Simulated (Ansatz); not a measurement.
Crystal: TePt.

```
Te Pt
1.0
     0.00000    2.87303    2.87303
     2.87303    0.00000    2.87303
     2.87303    2.87303    0.00000
Te Pt
1 1
Direct
  0.75000 0.75000 0.75000
  0.00000 0.00000 0.00000
```

The cell was built by a generator and needn't be a form met in nature.

| Item | Value |
| --- | --- |
| Program | Ansatz 0.2.0 |
| Task | relaxation of cell and atoms |
| Functional | HSE03 |
| Potentials or basis | Ansatz PAW |
| Cutoff | 420 eV (not typed: the program's choice for these potentials) |
| k mesh | 4 × 4 × 4 |
| Occupations | fermi-dirac, width 0.05 eV |
| Spin | no spin polarisation |

At the start: volume 23.71 Å³/atom.

Task: Where does the relaxation end?

Result: It ends after 6 steps and the volume is 26.53 Å³/atom (+11.9 %); space group F-43m (No. 216, to 0.05 Å).

The path:
| step | energy change (eV) | largest force (eV/Å) | volume (Å³) |
| --- | --- | --- | --- |
| 1 | 0.0000 | 0.0000 | 47.43 |
| 2 | -0.2113 | 0.0000 | 54.71 |
| 3 | -0.2252 | 0.0000 | 53.44 |
| 4 | -0.2262 | 0.0000 | 53.02 |
| 5 | -0.2262 | 0.0000 | 53.05 |
| 6 | -0.2275 | 0.0000 | 53.05 |

Final structure:
```
Te Pt
1.0
     0.00000    2.98236    2.98236
     2.98236    0.00000    2.98236
     2.98236    2.98236    0.00000
Te Pt
1 1
Direct
  0.75000 0.75000 0.75000
  0.00000 0.00000 0.00000
```

Caveat: the k mesh is coarse (spacing up to 0.47 Å⁻¹), so the values aren't converged, least of all with exact exchange; the plane-wave basis is chosen anew once the cell has moved, so the energies of steps on either side of that aren't comparable; the PAW data sets come from PBE, with cores solved anew for the run's functional, which leaves a small shift of forces and pressure.
